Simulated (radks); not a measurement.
# Ta²⁺ in [Kr] 4d10 4f14 5s2 5p5 5d3 6s1: an all-electron calculation

Wanted: eigenvalues, radial structure and energy terms of the tantalum ion Ta2+.

Program: radks (a radial shooting solver on a logarithmic mesh, Libxc functionals) version 1. Level of theory: Dirac Kohn-Sham, PBE, spin-unpolarised, spherical densities, point nucleus; open shells are shared between the two j in proportion to 2j + 1. These are calculated values, not measurements, unless marked.

### Step 1. Starting point

```
element       : tantalum (Z = 73)
charge        : +2
electrons     : 71
configuration : [Kr] 4d10 4f14 5s2 5p5 5d3 6s1
```

The outer shells:

Ta²⁺
```
[Kr] core
4d [↑↓][↑↓][↑↓][↑↓][↑↓]
4f [↑↓][↑↓][↑↓][↑↓][↑↓][↑↓][↑↓]
5s [↑↓]
5p [↑↓][↑↓][↑ ]
5d [↑ ][↑ ][↑ ][  ][  ]
6s [↑ ]
```

### Step 2. Self-consistent calculation

The run's settings:

```text
Z 73
configuration [Kr] 4d10 4f14 5s2 5p5 5d3 6s1 6p0 7s0 5f0 6d0
relativity Dirac
functional pbe,pbe
spin unpolarised
j_filling average
nucleus point
c 137.035999084
```

Command:

```
$ python run_ks.py task.json out
```

The same process makes all the runs of this session.

**Question.** What will this run give?

The runs gave:

```
                        quantity                   value
                    total energy     -15623.6181 hartree
exchange-correlation share of it                  2.03 %
                            −T/E                  1.1228
          highest occupied level       6s1/2, -20.134 eV
    most extended occupied level  6s1/2, <r> = 2.78 bohr
 radius at density 0.001 e/bohr³               4.06 bohr
    maxima of the radial density                       4
```

What this shows: The radial density shows 4 maxima for 6 occupied principal shells; where shells overlap, one shows as a shoulder or not at all. Relativity lifts −T/E to 1.123. This is not the tabulated ground configuration, so its levels and sizes aren't those of the ground state, and no measured value stands beside it.
